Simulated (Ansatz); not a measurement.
**Cyclo-(Me2SiS)3 (C₆H₁₈S₃Si₃): one molecule under many settings**

How do the results and run time of cyclo-(Me2SiS)3 (C₆H₁₈S₃Si₃) respond when the settings are drawn wide?

Program: Ansatz 0.2.0, Gaussian basis. Level of theory: the settings change from run to run. These are calculated values, not measurements.

### 1 The geometry

An earlier PBE-D4/def2-SVP relaxation fixed the geometry.

30 atoms, charge 0, spin multiplicity 1.

Atoms are counted from 1 here; the program's logs count them from 0.

Bond lengths: Si1–C2 1.882 Å, Si1–C3 1.880 Å, Si1–S4 2.176 Å, Si1–S12 2.180 Å, C2–H13 1.110 Å, C2–H14 1.109 Å, C2–H15 1.107 Å, C3–H16 1.109 Å, C3–H17 1.108 Å, C3–H18 1.109 Å, S4–Si5 2.176 Å, Si5–C6 1.882 Å, Si5–C7 1.880 Å, Si5–S8 2.180 Å, C6–H19 1.108 Å, C6–H20 1.109 Å, C6–H21 1.110 Å, C7–H22 1.108 Å and more. Angles: C2–Si1–C3 111.7°, C2–Si1–S4 109.8°, C2–Si1–S12 112.2°, C3–Si1–S4 106.0°, C3–Si1–S12 105.0°, S4–Si1–S12 112.0°, Si1–C2–H13 109.0°, Si1–C2–H14 110.8°, Si1–C2–H15 110.4°, H13–C2–H14 108.9°, H13–C2–H15 108.2°, H14–C2–H15 109.5°, Si1–C3–H16 110.4°, Si1–C3–H17 110.8°, Si1–C3–H18 110.0°, H16–C3–H17 108.7°, H16–C3–H18 108.6°, H17–C3–H18 108.3° and more.

### 2 PBEsol/def2-TZVP

Set apart from the defaults: density fitting with def2-universal-jkfit, D3(BJ) with three-body dispersion, the search for lower states set to off.

The input, in.yaml:

```yaml
crystal:
  periodic: [false, false, false]
  atoms:
    - {symbol: Si, position_ang: [1.982245, -0.202584, 0.474992]}
    - {symbol: C, position_ang: [1.657761, -0.258843, 2.327856]}
    - {symbol: C, position_ang: [3.757703, -0.667057, 0.065718]}
    - {symbol: S, position_ang: [1.710283, 1.827358, -0.258651]}
    - {symbol: Si, position_ang: [-0.417088, 1.874685, -0.711319]}
    - {symbol: C, position_ang: [-0.707320, 1.272866, -2.470657]}
    - {symbol: C, position_ang: [-0.953652, 3.663288, -0.491164]}
    - {symbol: S, position_ang: [-1.585635, 0.750588, 0.746480]}
    - {symbol: Si, position_ang: [-1.239114, -1.323603, 0.187885]}
    - {symbol: C, position_ang: [-1.516964, -2.320382, 1.760384]}
    - {symbol: C, position_ang: [-2.421466, -1.886253, -1.164648]}
    - {symbol: S, position_ang: [0.757090, -1.636343, -0.619425]}
    - {symbol: H, position_ang: [2.375570, 0.413904, 2.840906]}
    - {symbol: H, position_ang: [1.787690, -1.288297, 2.719536]}
    - {symbol: H, position_ang: [0.632537, 0.095351, 2.551498]}
    - {symbol: H, position_ang: [3.995120, -1.675132, 0.462467]}
    - {symbol: H, position_ang: [3.921151, -0.668462, -1.029860]}
    - {symbol: H, position_ang: [4.455505, 0.065432, 0.521006]}
    - {symbol: H, position_ang: [-0.308873, 0.247493, -2.598877]}
    - {symbol: H, position_ang: [-1.788565, 1.283570, -2.717380]}
    - {symbol: H, position_ang: [-0.171673, 1.942640, -3.174616]}
    - {symbol: H, position_ang: [-0.819657, 3.987705, 0.559459]}
    - {symbol: H, position_ang: [-0.343350, 4.324340, -1.140212]}
    - {symbol: H, position_ang: [-2.020889, 3.783866, -0.767693]}
    - {symbol: H, position_ang: [-0.793530, -2.038509, 2.549356]}
    - {symbol: H, position_ang: [-1.399475, -3.402349, 1.545952]}
    - {symbol: H, position_ang: [-2.542426, -2.146807, 2.147390]}
    - {symbol: H, position_ang: [-2.230686, -2.948788, -1.421823]}
    - {symbol: H, position_ang: [-2.303242, -1.278219, -2.082020]}
    - {symbol: H, position_ang: [-3.469063, -1.791449, -0.812509]}
basis:
  gaussian: {orbitals: def2-TZVP, fitting: {mean_field: def2-universal-jkfit}}
hamiltonian: {xc: {name: PBEsol}, dispersion: d3bjatm}
scf: {lower_state_search: off}
```

Command:

```
> ansatz run in.yaml --threads 2 --pin off --events-out ev --progress --plain --max-ram 20480MiB --backend cuda --devices 0, --max-vram 18GiB
```

Standard output:

```text
Functional definition: PBEsol
  name "PBEsol"
  cite "Perdew et al., Phys. Rev. Lett. 100, 136406 (2008) doi:10.1103/PhysRevLett.100.136406"
  cite "Perdew, Burke & Ernzerhof, Phys. Rev. Lett. 77, 3865 (1996) doi:10.1103/PhysRevLett.77.3865"
  parent pbesol
  exchange = pbesol_x
  correlation = pbesol_c
these checks for a lower state are left out or cut short: stability, starts, cluster_reference, orbital_swaps, neighbouring_geometries, increment
1542 factors; integrals over basis functions are off by at most 3.6e-1 eV
mean field evaluation 1: about -62463.3277 eV, gradient 1.4e2 eV
mean field evaluation 2: about -62401.7110 eV, gradient 1.9e2 eV
mean field evaluation 4: about -62506.8850 eV, gradient 1.7e1 eV
mean field evaluation 8: about -62507.5658 eV, gradient 2.9e-1 eV
mean field evaluation 16: about -62507.5683 eV, gradient 5.2e-4 eV
mean field -62507.56834607 eV, -2297.1107675665 hartree, gradient 1.8e-6 eV, S^2 0.000000; 0 other end points of the search recorded, 0 dependent functions left out
reference -62507.56841491 eV, -2297.1107700962 hartree; 72, 72 occupied and 444, 444 virtual orbitals, 1542 factors
Total energy: -62508.22137961 eV, -2297.1347661066 hartree
Checks for a lower state left out: stability, starts, cluster_reference, orbital_swaps, neighbouring_geometries, increment
```

Run time: 3.5 s. Hardware: 1 × H100 (card shared with other runs) with 2 threads of AMD EPYC 7R13, shared host; peak host memory 0.97 GiB.

### 3 PBE0-DH/STO-3G

This run has a point charge of -1.00 e beside it.

Changes to in.yaml since step 2:

```diff
@@ -34,4 +34,5 @@
 basis:
-  gaussian: {orbitals: def2-TZVP, fitting: {mean_field: def2-universal-jkfit}}
-hamiltonian: {xc: {name: PBEsol}, dispersion: d3bjatm}
-scf: {lower_state_search: off}
+  gaussian: {orbitals: STO-3G, point_charges: [{charge: -1.00, position_ang: [9.179, -0.247, 0.342]}]}
+hamiltonian: {xc: {name: PBE0-DH}}
+scf: {omitted_lower_state_checks: [starts]}
+output: {forces: true}
```

Same command.

Standard output, cut to the lines that bear on the results:

```text
Functional definition: PBE0-DH
  name "PBE0-DH"
  cite "Brémond & Adamo, J. Chem. Phys. 135, 024106 (2011) doi:10.1063/1.3604569"
  cite "Perdew, Burke & Ernzerhof, Phys. Rev. Lett. 77, 3865 (1996) doi:10.1103/PhysRevLett.77.3865"
[...]
1289 factors; integrals over basis functions are off by at most 3.9e-5 eV
[...]
mean field -61917.75827383 eV, -2275.4356471992 hartree, gradient 2.8e-6 eV, S^2 0.000000; 0 other end points of the search recorded, 0 dependent functions left out
36 core orbitals not correlated: weight in the atoms' cores, before any rotation towards them, 0.999 or more for the frozen orbitals, at most 0.000 for the correlated occupied ones
reference -61917.75829593 eV, -2275.4356480116 hartree; 36, 36 occupied and 30, 30 virtual orbitals, 1289 factors
second order -17.29992349 eV of doubles, -0.00000000 eV of singles
[...]
Atom 21 at    -0.819657     3.987705     0.559459 Å, force    -0.119826    -0.170695    -0.686858 eV/Å
Atom 22 at    -0.343350     4.324340    -1.140212 Å, force    -0.479748    -0.335660     0.466853 eV/Å
Atom 23 at    -2.020889     3.783866    -0.767693 Å, force     0.703498     0.066008     0.218410 eV/Å
Atom 24 at    -0.793530    -2.038509     2.549356 Å, force    -0.478223    -0.215901    -0.464262 eV/Å
Atom 25 at    -1.399475    -3.402349     1.545952 Å, force    -0.111325     0.681166     0.279649 eV/Å
Atom 26 at    -2.542426    -2.146807     2.147390 Å, force     0.704930    -0.196591    -0.178343 eV/Å
Atom 27 at    -2.230686    -2.948788    -1.421823 Å, force    -0.206908     0.722918     0.112533 eV/Å
Atom 28 at    -2.303242    -1.278219    -2.082020 Å, force    -0.115704    -0.420787     0.548470 eV/Å
Atom 29 at    -3.469063    -1.791449    -0.812509 Å, force     0.630298    -0.128441    -0.369227 eV/Å
Dipole moment:     0.109099    -0.121646     0.030078 e Å
Checks for a lower state left out: starts
```

Wall time 7 s (1 × H100 (card shared with other runs) with 2 threads of AMD EPYC 7R13, shared host); peak host memory 0.94 GiB.

Largest force 1.572 eV/Å, dipole 0.80 D.

### 4 PBE0/aug-cc-pVDZ

This run has density fitting with def2-universal-jkfit.

Changes to in.yaml since step 3:

```diff
@@ -34,4 +34,4 @@
 basis:
-  gaussian: {orbitals: STO-3G, point_charges: [{charge: -1.00, position_ang: [9.179, -0.247, 0.342]}]}
-hamiltonian: {xc: {name: PBE0-DH}}
+  gaussian: {orbitals: aug-cc-pVDZ, fitting: {mean_field: def2-universal-jkfit}}
+hamiltonian: {xc: {name: PBE0}}
 scf: {omitted_lower_state_checks: [starts]}
```

The command is unchanged.

Standard output, cut to the lines that bear on the results:

```text
Functional definition: PBE0
  name "PBE0"
  cite "Adamo & Barone, J. Chem. Phys. 110, 6158 (1999) doi:10.1063/1.478522"
  cite "Perdew, Burke & Ernzerhof, Phys. Rev. Lett. 77, 3865 (1996) doi:10.1103/PhysRevLett.77.3865"
  parent pbe
[...]
1542 factors; integrals over basis functions are off by at most 2.5e-1 eV
[...]
mean field -62634.50233134 eV, -2301.7755054861 hartree, gradient 4.2e-5 eV, S^2 0.000000; 0 other end points of the search recorded, 0 dependent functions left out
[...]
reference -62634.50245946 eV, -2301.7755101947 hartree; 72, 72 occupied and 390, 390 virtual orbitals, 1542 factors
Total energy: -62634.50245946 eV, -2301.7755101947 hartree
Atom 0 at     1.982245    -0.202584     0.474992 Å, force     0.083454    -0.051960     0.054185 eV/Å
Atom 1 at     1.657761    -0.258843     2.327856 Å, force    -0.071931     0.018112     0.204349 eV/Å
[...]
Atom 21 at    -0.819657     3.987705     0.559459 Å, force    -0.048493    -0.086161    -0.326707 eV/Å
Atom 22 at    -0.343350     4.324340    -1.140212 Å, force    -0.194061    -0.188062     0.196262 eV/Å
Atom 23 at    -2.020889     3.783866    -0.767693 Å, force     0.326683    -0.025191     0.085674 eV/Å
Atom 24 at    -0.793530    -2.038509     2.549356 Å, force    -0.227881    -0.093024    -0.233331 eV/Å
Atom 25 at    -1.399475    -3.402349     1.545952 Å, force    -0.039193     0.329342     0.075617 eV/Å
Atom 26 at    -2.542426    -2.146807     2.147390 Å, force     0.307273    -0.059177    -0.112430 eV/Å
Atom 27 at    -2.230686    -2.948788    -1.421823 Å, force    -0.064177     0.318129     0.074103 eV/Å
Atom 28 at    -2.303242    -1.278219    -2.082020 Å, force    -0.044073    -0.193719     0.274895 eV/Å
Atom 29 at    -3.469063    -1.791449    -0.812509 Å, force     0.317990    -0.034096    -0.116386 eV/Å
Dipole moment:    -0.152069    -0.162091     0.022875 e Å
Checks for a lower state left out: starts
```

Run time: 7 s. Hardware: 1 × H100 (card shared with other runs) with 2 threads of AMD EPYC 7R13, shared host; peak host memory 0.96 GiB.

Largest force 0.367 eV/Å, dipole 1.07 D.

### 5 PBEsol/STO-3G

This run has D4 dispersion.

Changes to in.yaml since step 4:

```diff
@@ -34,4 +34,4 @@
 basis:
-  gaussian: {orbitals: aug-cc-pVDZ, fitting: {mean_field: def2-universal-jkfit}}
-hamiltonian: {xc: {name: PBE0}}
+  gaussian: {orbitals: STO-3G}
+hamiltonian: {xc: {name: PBEsol}, dispersion: d4}
 scf: {omitted_lower_state_checks: [starts]}
```

Same command.

Standard output, cut to the lines that bear on the results:

```text
Functional definition: PBEsol
  name "PBEsol"
  cite "Perdew et al., Phys. Rev. Lett. 100, 136406 (2008) doi:10.1103/PhysRevLett.100.136406"
  cite "Perdew, Burke & Ernzerhof, Phys. Rev. Lett. 77, 3865 (1996) doi:10.1103/PhysRevLett.77.3865"
  parent pbesol
[...]
1289 factors; integrals over basis functions are off by at most 3.9e-5 eV
[...]
mean field -61790.79856861 eV, -2270.7699640889 hartree, gradient 1.8e-5 eV, S^2 0.000000; 0 other end points of the search recorded, 0 dependent functions left out
[...]
reference -61790.79861330 eV, -2270.7699657310 hartree; 72, 72 occupied and 30, 30 virtual orbitals, 1289 factors
Total energy: -61791.32001146 eV, -2270.7891267600 hartree
Atom 0 at     1.982245    -0.202584     0.474992 Å, force    -0.920136     0.171237    -1.075160 eV/Å
Atom 1 at     1.657761    -0.258843     2.327856 Å, force     0.163803     0.015603     0.114571 eV/Å
[...]
Atom 21 at    -0.819657     3.987705     0.559459 Å, force    -0.065701    -0.049690    -0.264626 eV/Å
Atom 22 at    -0.343350     4.324340    -1.140212 Å, force    -0.227633    -0.088687     0.197407 eV/Å
Atom 23 at    -2.020889     3.783866    -0.767693 Å, force     0.287277     0.070722     0.097169 eV/Å
Atom 24 at    -0.793530    -2.038509     2.549356 Å, force    -0.179517    -0.088056    -0.152702 eV/Å
Atom 25 at    -1.399475    -3.402349     1.545952 Å, force    -0.064026     0.260061     0.161465 eV/Å
Atom 26 at    -2.542426    -2.146807     2.147390 Å, force     0.292890    -0.111279    -0.046278 eV/Å
Atom 27 at    -2.230686    -2.948788    -1.421823 Å, force    -0.124199     0.291247     0.019333 eV/Å
Atom 28 at    -2.303242    -1.278219    -2.082020 Å, force    -0.053436    -0.157759     0.188325 eV/Å
Atom 29 at    -3.469063    -1.791449    -0.812509 Å, force     0.239485    -0.074565    -0.186730 eV/Å
Dipole moment:    -0.102821    -0.109490     0.015493 e Å
Checks for a lower state left out: starts
```

Run time: 3.3 s. Hardware: 1 × H100 (card shared with other runs) with 2 threads of AMD EPYC 7R13, shared host; peak host memory 0.78 GiB.

Largest force 1.461 eV/Å, dipole 0.73 D.

### 6 The runs in one table

```
           level  charge  multiplicity               geometry  functions  energy (eV)   time
PBEsol/def2-TZVP       0             1                relaxed        516   -62508.221  3.5 s
  PBE0-DH/STO-3G       0             1  relaxed, point charge        102   -61919.921    7 s
PBE0/aug-cc-pVDZ       0             1                relaxed        462   -62634.502    7 s
   PBEsol/STO-3G       0             1                relaxed        102   -61791.320  3.3 s
```

### 7 What came out

```
                                         quantity                 value
                                             runs                     4
                                         quickest  PBEsol/STO-3G, 3.3 s
                                          slowest   PBE0-DH/STO-3G, 7 s
spread of total energies, same state and geometry              843.2 eV
                  dipole, same state and geometry        0.73 to 1.07 D
```

**Reading.** PBE0-DH/STO-3G took 2 times as long as PBEsol/STO-3G. The jobs differ in tasks and options as well as level. Total energies at one charge and spin differ by 843 eV between levels, so only differences within one level mean anything. At the PBE-D4/def2-SVP geometry and in the same state, runs without warnings or point charges leave forces up to 1.46 eV/Å (PBEsol/STO-3G).
